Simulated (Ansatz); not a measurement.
# YbHf: the cost of one run

Method: DFT PBE, scalar-relativistic, plane waves, PAW, in Ansatz 0.2.0.

2 further runs of the same task are left out: 1 that didn't finish, 1 set aside as unsound or not needed.

### 1 The system as given

It takes space group Fd-3m (No. 227, cubic). The conventional cell has a = 7.468 Å, b = 7.468 Å, c = 7.468 Å, α = 90.00°, β = 90.00°, γ = 90.00°. Yb (site symmetry -43m) has 4 Yb at 3.23 Å and 4 Hf at 3.23 Å as nearest neighbours. Around Hf (site symmetry -43m) lie 4 Yb at 3.23 Å and 4 Hf at 3.23 Å.

Coordinates:

```xyz
4
Lattice="0.0000 3.7339 3.7339 3.7339 0.0000 3.7339 3.7339 3.7339 0.0000" Properties=species:S:1:pos:R:3 pbc="T T T"
Yb    0.0000    0.0000    0.0000
Yb    1.8670    1.8670    1.8670
Hf    3.7339    3.7339    3.7339
Hf    5.6009    5.6009    5.6009
```

The cell is invented: random cell by space group and Wyckoff sites (Fd-3m, No. 227). Lengths come from tabulated atomic sizes and are only a guess.

### 2 Probe: one point on a coarse mesh

input.yaml reads:

```yaml
crystal:
  lattice:
    - [0.0, 3.73391645, 3.73391645]
    - [3.73391645, 0.0, 3.73391645]
    - [3.73391645, 3.73391645, 0.0]
  atoms:
    - { symbol: Yb, position: [0.0, 0.0, 0.0] }
    - { symbol: Yb, position: [0.25, 0.25, 0.25] }
    - { symbol: Hf, position: [0.5, 0.5, 0.5] }
    - { symbol: Hf, position: [0.75, 0.75, 0.75] }
basis:
  ecutwfc: 420
kpoints:
  mp_grid: { grid: [4, 4, 4] }
hamiltonian:
  xc: pbe
scf:
  occupations: { method: gaussian, width: 0.1 }
  lower_state_search: "off"
output:
  forces: true
  stress: true
  eigenvalues: true
```

Launch:

```console
$ ansatz run input.yaml --threads 1 --pin off --max-ram 2560MiB --backend cpu --events-out ev --progress --plain --runs-dir out
```

Q: Estimate wall time and peak memory on 1 thread of Arm Neoverse V2, shared host.

About 4.1 s, with a peak of 0.39 GiB.
